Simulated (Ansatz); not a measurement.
# CH₅AlBO+: two torsions

How does the energy of CH5AlBO, SMILES [BH2][AlH][CH+]O, charge +1 change over two coordinates at once? A grid of runs gives the map.

Program: Ansatz 0.2.0. Level of theory: RKS B3LYP-D4/def2-TZVP. These are calculated values, not measurements.

## 1. The system as given

SMILES `[BH2][AlH][CH+]O`, 9 atoms, charge 1, spin multiplicity 1.

Atoms are counted from 1 here; the program's logs count them from 0.

Bond lengths: B1–Al2 2.120 Å, B1–H5 1.213 Å, B1–H6 1.213 Å, Al2–C3 2.121 Å, Al2–H7 1.617 Å, C3–O4 1.272 Å, C3–H8 1.115 Å, O4–H9 1.011 Å. Angles: Al2–B1–H5 120.5°, Al2–B1–H6 120.3°, H5–B1–H6 119.2°, B1–Al2–C3 127.4°, B1–Al2–H7 142.9°, C3–Al2–H7 89.7°, Al2–C3–O4 113.5°, Al2–C3–H8 136.1°, O4–C3–H8 110.4°, C3–O4–H9 109.4°.

As a file:

```
B    -0.3436    2.2794    0.3898
Al   -0.0721    0.3626   -0.4744
C     0.2597   -1.4716    0.5378
O     0.3758   -2.4683   -0.2439
H     0.6041    3.0173    0.5622
H    -1.4506    2.6519    0.7188
H    -0.0142   -0.4186   -1.8886
H     0.3578   -1.7962    1.5999
H     0.2830   -2.1565   -1.2016
```

This geometry comes from a loose relaxation at PBE in a small basis, which is not shown.

## 2. Relaxing the molecule

Contents of input.yaml:

```yaml
crystal:
  periodic: [false, false, false]
  atoms:
    - { symbol: B, position_ang: [-0.343586, 2.279416, 0.389807] }
    - { symbol: Al, position_ang: [-0.072074, 0.362561, -0.474433] }
    - { symbol: C, position_ang: [0.259711, -1.47157, 0.537823] }
    - { symbol: O, position_ang: [0.375809, -2.468274, -0.243915] }
    - { symbol: H, position_ang: [0.604091, 3.017272, 0.562173] }
    - { symbol: H, position_ang: [-1.450556, 2.651868, 0.718848] }
    - { symbol: H, position_ang: [-0.014169, -0.41858, -1.888595] }
    - { symbol: H, position_ang: [0.357755, -1.796238, 1.599915] }
    - { symbol: H, position_ang: [0.283019, -2.156455, -1.201624] }
total_charge: 1
basis:
  gaussian: { orbitals: def2-TZVP }
hamiltonian:
  xc: { name: B3LYP }
  dispersion: d4
output:
  forces: true
relax:
  f_tol: 0.003
  max_steps: 120
```

On the command line:

```bash
ansatz run input.yaml --threads 1 --pin off --max-ram 2560MiB --backend cpu --events-out ev --progress --plain --runs-dir out
```

The log of the run (excerpt; [...] marks lines left out):

```text
Warning: RAYON_NUM_THREADS=1 ignored (pool sized by the plan → 1); use --threads N
[...]
Functional definition: B3LYP
[...]
979 factors; their error is unknown
[...]
mean field -10431.04687180 eV, -383.3339021212 hartree, gradient 1.4e-5 eV, S^2 0.000000; 0 other end points of the search recorded, 0 dependent functions left out
[...]
reference -10431.04715479 eV, -383.3339125208 hartree; 18, 18 occupied and 142, 142 virtual orbitals, 979 factors
relax step   1: F+E_penalty+E_count = -10431.22795782 eV  Δ(F+E_penalty+E_count) = +0.000e0 eV  max|allowed force component| = 7.222e-1 eV/Å  Δτ_max = 0.0000 Å  (28 SCF iters, accepted)
[...]
relax step   4: F+E_penalty+E_count = -10431.27387427 eV  Δ(F+E_penalty+E_count) = -2.346e-3 eV  max|allowed force component| = 1.355e-1 eV/Å  Δτ_max = 0.0306 Å  (33 SCF iters, accepted)
[...]
relax step   7: F+E_penalty+E_count = -10431.27751356 eV  Δ(F+E_penalty+E_count) = -6.934e-4 eV  max|allowed force component| = 3.814e-2 eV/Å  Δτ_max = 0.0322 Å  (32 SCF iters, accepted)
[...]
relax step  10: F+E_penalty+E_count = -10431.27805476 eV  Δ(F+E_penalty+E_count) = -1.113e-4 eV  max|allowed force component| = 2.863e-2 eV/Å  Δτ_max = 0.0152 Å  (33 SCF iters, accepted)
[...]
relax step  13: F+E_penalty+E_count = -10431.27807519 eV  Δ(F+E_penalty+E_count) = +3.997e-6 eV  max|allowed force component| = 1.274e-2 eV/Å  Δτ_max = 0.0013 Å  (34 SCF iters, rejected (line search))
[...]
relax step  14: F+E_penalty+E_count = -10431.27808072 eV  Δ(F+E_penalty+E_count) = -1.538e-6 eV  max|allowed force component| = 6.980e-4 eV/Å  Δτ_max = 0.0007 Å  (33 SCF iters, accepted)
979 factors; their error is unknown
[...]
mean field -10431.09707986 eV, -383.3357472333 hartree, gradient 1.2e-5 eV, S^2 0.000000; 1 other end points of the search recorded, 0 dependent functions left out
[...]
reference -10431.09736344 eV, -383.3357576549 hartree; 18, 18 occupied and 142, 142 virtual orbitals, 979 factors
Total energy: -10431.27836431 eV, -383.3424093139 hartree
Atom 0 at    -0.338366     2.245641     0.411403 Å, force     0.000112    -0.000390     0.000138 eV/Å
Atom 1 at    -0.088453     0.381211    -0.556518 Å, force    -0.000353     0.000026     0.000489 eV/Å
Atom 2 at     0.252493    -1.421788     0.502686 Å, force     0.000698     0.000323    -0.000152 eV/Å
Atom 3 at     0.388082    -2.483094    -0.172801 Å, force    -0.000159    -0.000170    -0.000290 eV/Å
Atom 4 at     0.599902     2.937824     0.635898 Å, force     0.000081     0.000011     0.000079 eV/Å
Atom 5 at    -1.418510     2.612347     0.741110 Å, force    -0.000112     0.000228    -0.000193 eV/Å
Atom 6 at    -0.052514    -0.292472    -1.987210 Å, force    -0.000029    -0.000043    -0.000321 eV/Å
Atom 7 at     0.342595    -1.650456     1.569939 Å, force    -0.000271     0.000205     0.000226 eV/Å
Atom 8 at     0.314769    -2.329212    -1.144508 Å, force     0.000034    -0.000190     0.000025 eV/Å
Dipole moment:     0.037938    -0.226151     0.033439 e Å
```

It took 47 s on 1 thread of Intel Xeon 6975P-C (Granite Rapids), shared host; peak memory 0.3 GiB.

Relaxation path:

```csv
step,energy from step 1 (eV),largest force component (eV/Å)
1,0.0000,0.7222
2,-0.0366,0.3204
3,-0.0436,0.1133
4,-0.0459,0.1355
5,-0.0479,0.0756
6,-0.0489,0.0536
7,-0.0496,0.0381
8,-0.0497,0.1189
9,-0.0500,0.0447
10,-0.0501,0.0286
11,-0.0499,0.0526
12,-0.0501,0.0064
13,-0.0501,0.0127
14,-0.0501,0.0007
```

Bond lengths before and after, largest changes first:

```csv
bond,before (Å),after (Å),change (Å)
Al2–H7,1.617,1.582,-0.035
B1–H6,1.213,1.187,-0.026
B1–H5,1.213,1.187,-0.026
O4–H9,1.011,0.987,-0.025
C3–H8,1.115,1.095,-0.020
C3–O4,1.272,1.265,-0.007
B1–Al2,2.120,2.116,-0.005
Al2–C3,2.121,2.119,-0.002
```

## 3. Setting up the map

The axes are (1) dihedral Al2–C3–O4–H9: 12 values from −180 to 150 °, periodic; (2) dihedral H5–B1–Al2–C3: 12 values from −180 to 150 °, periodic.

Nothing else is relaxed (all other coordinates rigid). Energies count from the relaxed molecule at the same level. Points are written as (first, second).

Of the runs on the grid, 3 are shown in the steps below; the others differ only in the two coordinates.

## 4. The run at (0°, 90°)

Contents of input.yaml:

```yaml
crystal:
  periodic: [false, false, false]
  atoms:
    - { symbol: B, position_ang: [-0.338366, 2.245641, 0.411403] }
    - { symbol: Al, position_ang: [-0.088453, 0.381211, -0.556518] }
    - { symbol: C, position_ang: [0.253795, -1.42158, 0.502621] }
    - { symbol: O, position_ang: [0.389303, -2.482899, -0.172862] }
    - { symbol: H, position_ang: [0.599902, 2.937824, 0.635898] }
    - { symbol: H, position_ang: [-1.41851, 2.612347, 0.74111] }
    - { symbol: H, position_ang: [-0.053219, -0.292585, -1.987174] }
    - { symbol: H, position_ang: [0.344671, -1.650124, 1.569834] }
    - { symbol: H, position_ang: [0.315346, -2.32912, -1.144537] }
total_charge: 1
basis:
  gaussian: { orbitals: def2-TZVP }
hamiltonian:
  xc: { name: B3LYP }
  dispersion: d4
output:
  forces: true
```

On the command line:

```bash
ansatz run input.yaml --threads 1 --pin off --max-ram 2560MiB --backend cpu --events-out ev --progress --plain --runs-dir out
```

The log of the run (excerpt; [...] marks lines left out):

```text
Warning: RAYON_NUM_THREADS=1 ignored (pool sized by the plan → 1); use --threads N
[...]
[... 1 set-up line as earlier in the session ...]
[...]
979 factors; their error is unknown
[...]
mean field -10431.09708012 eV, -383.3357472429 hartree, gradient 1.3e-5 eV, S^2 0.000000; 0 other end points of the search recorded, 0 dependent functions left out
[...]
reference -10431.09736370 eV, -383.3357576644 hartree; 18, 18 occupied and 142, 142 virtual orbitals, 979 factors
Total energy: -10431.27836456 eV, -383.3424093231 hartree
Atom 0 at    -0.338366     2.245641     0.411403 Å, force     0.000088    -0.000403     0.000141 eV/Å
Atom 1 at    -0.088453     0.381211    -0.556518 Å, force    -0.000365     0.000026     0.000488 eV/Å
Atom 2 at     0.253795    -1.421580     0.502621 Å, force     0.000673     0.000333    -0.000154 eV/Å
Atom 3 at     0.389303    -2.482899    -0.172862 Å, force    -0.000012    -0.000158    -0.000309 eV/Å
Atom 4 at     0.599902     2.937824     0.635898 Å, force     0.000094     0.000047     0.000031 eV/Å
Atom 5 at    -1.418510     2.612347     0.741110 Å, force    -0.000094     0.000203    -0.000149 eV/Å
Atom 6 at    -0.053219    -0.292585    -1.987174 Å, force     0.000033    -0.000034    -0.000323 eV/Å
Atom 7 at     0.344671    -1.650124     1.569834 Å, force    -0.000328     0.000193     0.000237 eV/Å
Atom 8 at     0.315346    -2.329120    -1.144537 Å, force    -0.000089    -0.000209     0.000038 eV/Å
Dipole moment:     0.038046    -0.226134     0.033434 e Å
```

Wall time 3 s (1 thread of Intel Xeon 6975P-C (Granite Rapids), shared host); peak memory 0.29 GiB.

Energy on the map's scale: 0.0 kcal/mol.

## 5. Grid point (30°, −180°)

Contents of input.yaml:

```yaml
crystal:
  periodic: [false, false, false]
  atoms:
    - { symbol: B, position_ang: [-0.338366, 2.245641, 0.411403] }
    - { symbol: Al, position_ang: [-0.088453, 0.381211, -0.556518] }
    - { symbol: C, position_ang: [-1.711499, -0.909296, -0.99158] }
    - { symbol: O, position_ang: [-1.452882, -2.002315, -1.574215] }
    - { symbol: H, position_ang: [0.599902, 2.937824, 0.635898] }
    - { symbol: H, position_ang: [-1.41851, 2.612347, 0.74111] }
    - { symbol: H, position_ang: [1.012082, -0.569795, -1.178152] }
    - { symbol: H, position_ang: [-2.789232, -0.833589, -0.812149] }
    - { symbol: H, position_ang: [-0.556217, -2.349677, -1.353757] }
total_charge: 1
basis:
  gaussian: { orbitals: def2-TZVP }
hamiltonian:
  xc: { name: B3LYP }
  dispersion: d4
output:
  forces: true
```

On the command line:

```bash
ansatz run input.yaml --threads 1 --pin off --max-ram 2560MiB --backend cpu --events-out ev --progress --plain --runs-dir out
```

The log of the run (excerpt; [...] marks lines left out):

```text
Warning: RAYON_NUM_THREADS=1 ignored (pool sized by the plan → 1); use --threads N
[...]
[... 1 set-up line as earlier in the session ...]
[...]
979 factors; their error is unknown
[...]
mean field -10430.70773425 eV, -383.3214390459 hartree, gradient 3.0e-5 eV, S^2 0.000000; 0 other end points of the search recorded, 0 dependent functions left out
[...]
reference -10430.70801365 eV, -383.3214493140 hartree; 18, 18 occupied and 142, 142 virtual orbitals, 979 factors
Total energy: -10430.88918871 eV, -383.3281073744 hartree
Atom 0 at    -0.338366     2.245641     0.411403 Å, force    -0.037576     0.279191     0.109614 eV/Å
Atom 1 at    -0.088453     0.381211    -0.556518 Å, force     0.155876    -0.223842    -0.039952 eV/Å
Atom 2 at    -1.711499    -0.909296    -0.991580 Å, force     0.027163     0.048959     0.576852 eV/Å
Atom 3 at    -1.452882    -2.002315    -1.574215 Å, force    -0.323166    -0.998971     0.998368 eV/Å
Atom 4 at     0.599902     2.937824     0.635898 Å, force    -0.020109    -0.048671    -0.015933 eV/Å
Atom 5 at    -1.418510     2.612347     0.741110 Å, force     0.003778    -0.005575    -0.000177 eV/Å
Atom 6 at     1.012082    -0.569795    -1.178152 Å, force     0.008391     0.030334     0.095141 eV/Å
Atom 7 at    -2.789232    -0.833589    -0.812149 Å, force    -0.151630     0.409340    -0.650141 eV/Å
Atom 8 at    -0.556217    -2.349677    -1.353757 Å, force     0.337274     0.509236    -1.073772 eV/Å
Dipole moment:    -0.131990    -0.268860     0.035896 e Å
```

Run time: 2.9 s. Hardware: 1 thread of Intel Xeon 6975P-C (Granite Rapids), shared host; peak memory 0.29 GiB.

On the map this point reads 9.0 kcal/mol.

## 6. The run at (150°, −60°)

Contents of input.yaml:

```yaml
crystal:
  periodic: [false, false, false]
  atoms:
    - { symbol: B, position_ang: [-0.338366, 2.245641, 0.411403] }
    - { symbol: Al, position_ang: [-0.088453, 0.381211, -0.556518] }
    - { symbol: C, position_ang: [0.746613, 0.200887, -2.495361] }
    - { symbol: O, position_ang: [0.852245, -0.961695, -2.983504] }
    - { symbol: H, position_ang: [0.599902, 2.937824, 0.635898] }
    - { symbol: H, position_ang: [-1.41851, 2.612347, 0.74111] }
    - { symbol: H, position_ang: [-0.319136, -1.1716, -0.362658] }
    - { symbol: H, position_ang: [1.129598, 0.93675, -3.210387] }
    - { symbol: H, position_ang: [0.785319, -0.970074, -3.96774] }
total_charge: 1
basis:
  gaussian: { orbitals: def2-TZVP }
hamiltonian:
  xc: { name: B3LYP }
  dispersion: d4
output:
  forces: true
```

On the command line:

```bash
ansatz run input.yaml --threads 1 --pin off --max-ram 2560MiB --backend cpu --events-out ev --progress --plain --runs-dir out
```

The log of the run (excerpt; [...] marks lines left out):

```text
Warning: RAYON_NUM_THREADS=1 ignored (pool sized by the plan → 1); use --threads N
[...]
[... 1 set-up line as earlier in the session ...]
[...]
979 factors; their error is unknown
[...]
mean field -10430.66637361 eV, -383.3199190706 hartree, gradient 1.2e-5 eV, S^2 0.000000; 0 other end points of the search recorded, 0 dependent functions left out
[...]
reference -10430.66665466 eV, -383.3199293989 hartree; 18, 18 occupied and 142, 142 virtual orbitals, 979 factors
Total energy: -10430.84460724 eV, -383.3264690356 hartree
Atom 0 at    -0.338366     2.245641     0.411403 Å, force    -0.037134     0.109604    -0.091337 eV/Å
Atom 1 at    -0.088453     0.381211    -0.556518 Å, force     0.109414    -0.617618     0.158044 eV/Å
Atom 2 at     0.746613     0.200887    -2.495361 Å, force     1.022671     0.519031    -0.146486 eV/Å
Atom 3 at     0.852245    -0.961695    -2.983504 Å, force    -1.554962    -0.551461    -0.260964 eV/Å
Atom 4 at     0.599902     2.937824     0.635898 Å, force     0.017762    -0.009616     0.061415 eV/Å
Atom 5 at    -1.418510     2.612347     0.741110 Å, force     0.017594     0.006615    -0.010102 eV/Å
Atom 6 at    -0.319136    -1.171600    -0.362658 Å, force    -0.055738     0.232018     0.206765 eV/Å
Atom 7 at     1.129598     0.936750    -3.210387 Å, force    -0.558868     0.582303    -0.025889 eV/Å
Atom 8 at     0.785319    -0.970074    -3.967740 Å, force     1.039261    -0.270875     0.108555 eV/Å
Dipole moment:     0.181581     0.082374    -0.822512 e Å
```

It took 3 s on 1 thread of Intel Xeon 6975P-C (Granite Rapids), shared host; peak memory 0.29 GiB.

On the map this point reads 10.0 kcal/mol.

## 7. All points together

144 points were computed. Energies in kcal/mol, from the relaxed molecule at the same level:

```tsv
dihedral H5–B1–Al2–C3 (°) ↓, dihedral Al2–C3–O4–H9 (°) →	−180	−150	−120	−90	−60	−30	0	30	60	90	120	150
150	5.3	10.9	25.1	35.7	25.0	8.5	1.4	8.5	25.0	35.8	25.3	11.0
120	4.4	9.9	24.2	34.7	24.0	7.6	0.4	7.5	24.0	34.8	24.3	10.0
90	3.9	9.5	23.8	34.3	23.5	7.1	0.0	7.1	23.5	34.3	23.8	9.5
60	4.4	10.0	24.3	34.8	24.0	7.5	0.4	7.6	24.0	34.7	24.2	9.9
30	5.3	11.0	25.3	35.8	24.9	8.4	1.4	8.5	25.0	35.7	25.1	10.8
0	5.8	11.4	25.7	36.3	25.5	9.0	1.8	9.0	25.5	36.3	25.7	11.4
−30	5.3	10.9	25.1	35.7	25.0	8.5	1.4	8.5	25.0	35.8	25.3	11.0
−60	4.4	9.9	24.2	34.7	24.0	7.6	0.4	7.5	24.0	34.8	24.3	10.0
−90	3.9	9.5	23.8	34.3	23.5	7.1	0.0	7.1	23.5	34.3	23.8	9.5
−120	4.4	10.0	24.3	34.8	24.0	7.5	0.4	7.6	24.0	34.7	24.2	9.9
−150	5.3	11.0	25.3	35.8	24.9	8.4	1.4	8.5	25.0	35.7	25.1	10.8
−180	5.8	11.4	25.7	36.3	25.5	9.0	1.8	9.0	25.5	36.3	25.7	11.4
```

The largest force on an atom (eV/Å) at each point:

```tsv
dihedral H5–B1–Al2–C3 (°) ↓, dihedral Al2–C3–O4–H9 (°) →	−180	−150	−120	−90	−60	−30	0	30	60	90	120	150
150	0.74	1.67	2.58	1.81	2.22	1.46	0.22	1.43	2.21	1.80	2.58	1.67
120	0.69	1.67	2.58	1.79	2.20	1.45	0.07	1.43	2.19	1.78	2.58	1.67
90	0.69	1.67	2.57	1.78	2.19	1.44	0.00	1.44	2.19	1.78	2.57	1.67
60	0.69	1.67	2.58	1.78	2.19	1.43	0.07	1.45	2.20	1.79	2.58	1.67
30	0.74	1.67	2.59	1.80	2.21	1.43	0.22	1.46	2.22	1.81	2.58	1.67
0	0.80	1.68	2.59	1.81	2.22	1.45	0.30	1.45	2.22	1.81	2.59	1.67
−30	0.74	1.67	2.58	1.81	2.22	1.46	0.22	1.44	2.21	1.80	2.59	1.67
−60	0.69	1.67	2.58	1.79	2.21	1.45	0.07	1.43	2.19	1.78	2.58	1.67
−90	0.69	1.67	2.57	1.78	2.19	1.44	0.02	1.44	2.19	1.78	2.57	1.67
−120	0.69	1.67	2.58	1.78	2.19	1.43	0.07	1.45	2.20	1.79	2.58	1.67
−150	0.74	1.68	2.59	1.80	2.21	1.44	0.22	1.46	2.22	1.81	2.58	1.67
−180	0.80	1.68	2.59	1.81	2.22	1.45	0.30	1.45	2.22	1.81	2.59	1.67
```

Energy (kcal/mol) at eleven even steps along the easiest path on the interpolated surface, from its minimum near (0°, 90°): 0.0, 0.1, 0.6, 1.1, 1.6, 1.8, 1.7, 1.2, 0.7, 0.2, 0.0.

## 8. Summary of results

```
                       quantity                                                                  value
                   lowest point                                                (0°, 90°), 0.0 kcal/mol
         highest computed point                           (90°, −180°), 36.3 kcal/mol above the lowest
largest force on an atom (eV/Å)  0.00 at (0°, 90°) to 2.59 at (−120°, −180°); 0.00 at the lowest point
        time for the whole task                                         8 min on 1 thread, shared host
```

What this shows: The lowest computed point is at (0°, 90°), which is the relaxed molecule at the same level itself; the map holds 2 wells of about this depth. There is a further well near (−180°, −90°) (3.9 kcal/mol above the lowest at that grid point). The highest computed point, (90°, −180°), lies 36.3 kcal/mol above the lowest. On the interpolated surface the easiest way out of the lowest well to a well of the same energy at (0°, −90°) passes a barrier of about 1.8 kcal/mol. Round the minimum the two coordinates are nearly uncoupled.
